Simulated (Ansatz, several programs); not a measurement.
Zn4Se3S as one 8-atom ordering (P-43m) on the zincblende lattice, relaxed with r2SCAN in Ansatz (plane waves, PAW): it is cubic, P-43m (No. 215); conventional cell a = 5.596 Å, 21.90 Å³ an atom. Around S lie 4 Zn at 2.36 Å; around Zn lie 1 S at 2.36 Å and 3 Se at 2.44 Å; around Se lie 4 Zn at 2.44 Å. The cell was then scaled with its shape and fractional coordinates held, which makes it stiffer than a relaxed compression. Computed, not measured; no magnetism was allowed, and whether the structure is a known phase isn't checked.

```
V (Å³/atom)  E (meV/atom)
     20.587         18.92
     21.244          4.50
     21.901          0.00
     23.215         15.05
```

Problem. Pass a cubic E = c₀ + c₁u + c₂u² + c₃u³, with u = V − 21.737 Å³, through these points.

Solution. c₀ = 0.27, c₁ = -3.318, c₂ = 10.250, c₃ = -0.8389 (meV and Å³).

Problem. Where is the minimum, and what bulk modulus follows?

Solution. dE/du = 0 at u = +0.165, so V₀ = 21.90 Å³. B = V₀ d²E/dV² = 21.90 × (2c₂ + 6c₃u) = 21.90 × 19.668 = 431 meV/Å³, and 1 meV/Å³ is 0.16022 GPa: 69 GPa. A third-order Birch-Murnaghan fit to all five points gives 21.91 Å³ and 68 GPa.

Problem. Predict the energy and the pressure at the withheld volume, 22.558 Å³.

Solution. With u = +0.821: E ≈ 3.99 meV and P = −dE/dV ≈ -1.89 GPa. The run gives 3.94 meV and, from its stress, -1.88 GPa.
